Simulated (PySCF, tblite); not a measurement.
# C5H5F3Si: geometry, infrared bands and NMR shifts

Aim: predict the infrared bands and NMR shifts of C5H5F3Si (`C#C/C(=C\[SiH3])C(F)(F)F`).

Computed with tblite 0.8.0 and PySCF 2.14.0, with density-fitted response routines of our own, on a single molecule in the gas phase. Atoms count from 0, in the outputs and in this text.

### 1 The molecule as given

14 atoms, charge 0, multiplicity 1; geometry from: force field or distance geometry start.

Bonds of the start (Å): C0–C1 1.19, C1–C2 1.44, C2–C3 1.35, C3–Si4 1.83, C2–C5 1.50, C5–F6 1.36, C5–F7 1.36, C5–F8 1.36, C0–H9 1.08, C3–H10 1.09, Si4–H11 1.48, Si4–H12 1.48, Si4–H13 1.49.

### 2 Relaxing the molecule with GFN2-xTB

What the job is given:

```
{"job": {"kind": "relax", "xc": "GFN2-xTB", "basis": "xTB"}, "charge": 0, "multiplicity": 1}
C     -1.043100     2.249200     0.646600
C     -0.324400     1.345600     0.362300
C      0.570100     0.255800     0.047900
C      0.073800    -0.955300    -0.272200
Si    -1.657900    -1.549000    -0.341100
C      2.041700     0.552800     0.059000
F      2.470000     0.966700     1.282100
F      2.806900    -0.527500    -0.257400
F      2.386400     1.526900    -0.820300
H     -1.704600     3.060300     0.896600
H      0.769000    -1.761600    -0.508700
H     -2.315400    -1.409000     0.976400
H     -1.667900    -2.978200    -0.723200
H     -2.405300    -0.777000    -1.370400
```

On the command line:

```console
$ OMP_NUM_THREADS=1 python probes_run.py task.json out
```

This one command runs all jobs of the session in turn.

**Question.** This job is followed by: GFN2-xTB harmonic vibrations, gas phase; GIAO PBE0/pcSseg-1 NMR shielding, non-relativistic, gas phase. What will the session give for the following? strongest single infrared mode (GFN2-xTB); zero-point energy (GFN2-xTB); ¹³C shifts against TMS (PBE0/pcSseg-1); ¹H shifts against TMS (PBE0/pcSseg-1, means over atoms taken as alike); ²⁹Si shifts against TMS (PBE0/pcSseg-1); ¹⁹F shifts against CFCl3 (PBE0/pcSseg-1, means over atoms taken as alike).

The runs gave:

| quantity | value |
| --- | --- |
| strongest single infrared mode (GFN2-xTB) | 783 cm⁻¹, 395 km/mol |
| zero-point energy (GFN2-xTB) | 48.5 kcal/mol |
| ¹³C shifts against TMS (PBE0/pcSseg-1) | 145.6, 138.2, 130.8, 99.3, 82.0 ppm |
| ¹H shifts against TMS (PBE0/pcSseg-1, means over atoms taken as alike) | 7.36, 4.27, 3.27 ppm |
| ²⁹Si shifts against TMS (PBE0/pcSseg-1) | -83.2 ppm |
| ¹⁹F shifts against CFCl3 (PBE0/pcSseg-1, means over atoms taken as alike) | -81.8 ppm |

**Reading.** Relaxing lowered the energy by 0.169 eV in 32 steps; the close pair that moved most is C3–Si4, from 1.832 to 1.888 Å. All 36 modes are real, so the xTB geometry is a minimum. The strongest single mode, at 783 cm⁻¹, has its largest shares on H12, H13 and H11 (the list is cut at 3 atoms). GFN2-xTB is a fitted tight-binding method: band positions and strengths are rough. Its intensities can rank the bands wrongly. H10 (hydrogen on an alkene CH) lies farthest downfield among hydrogen, at 7.36 ppm; attached to an sp2 carbon and in the plane of the double bond. At PBE0/pcSseg-1: The largest span, 287 ppm, is at C1, where the paramagnetic term is -148 ppm.
